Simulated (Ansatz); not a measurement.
# GaH3SZn: the cost of one run

The runs use Ansatz 0.2.0, Gaussian basis; the settings change from run to run.

**1. The geometry**

The structure was relaxed beforehand with PBE0-D4 in a triple-zeta def2 set.

SMILES `[ZnH][S][GaH2]`, 6 atoms, charge 0, spin multiplicity 1.

Atoms are counted from 1 here; the program's logs count them from 0.

Bond lengths: Zn1–S2 2.171 Å, Zn1–H4 1.531 Å, S2–Ga3 2.195 Å, Ga3–H5 1.571 Å, Ga3–H6 1.560 Å. Angles: S2–Zn1–H4 179.1°, Zn1–S2–Ga3 94.3°, S2–Ga3–H5 118.2°, S2–Ga3–H6 117.3°, H5–Ga3–H6 124.5°.

**2. PBE0/aug-cc-pVDZ**

Set apart from the defaults: atoms shaken by 0.03 Å, a grid of angular degree 47, D3(BJ) with three-body dispersion.

Contents of in.yaml:

```yaml
crystal:
  periodic: [false, false, false]
  atoms:
    - {symbol: Zn, position_ang: [-1.422451, -0.812644, -0.855349]}
    - {symbol: S, position_ang: [-0.401645, -1.196336, 0.958327]}
    - {symbol: Ga, position_ang: [1.086867, 0.449886, 0.749275]}
    - {symbol: H, position_ang: [-2.249786, -0.504185, -2.146096]}
    - {symbol: H, position_ang: [0.890587, 1.388059, -0.616364]}
    - {symbol: H, position_ang: [2.160899, 0.609181, 1.855656]}
basis:
  gaussian: {orbitals: aug-cc-pVDZ, final_grid: {core_spheres: 20, valence_spheres: 16, degree: 47}}
hamiltonian: {xc: {name: PBE0}, dispersion: d3bjatm}
output: {forces: true}
```

On the command line:

```bash
$ ansatz run in.yaml --threads 4 --pin off --events-out ev --progress --plain --max-ram 10444MiB
```

**Question.** How long does this run take on 4 threads of Intel Xeon 6975P-C, shared host, and how much memory does it need?

About 3.5 s, with a peak of 0.52 GiB.
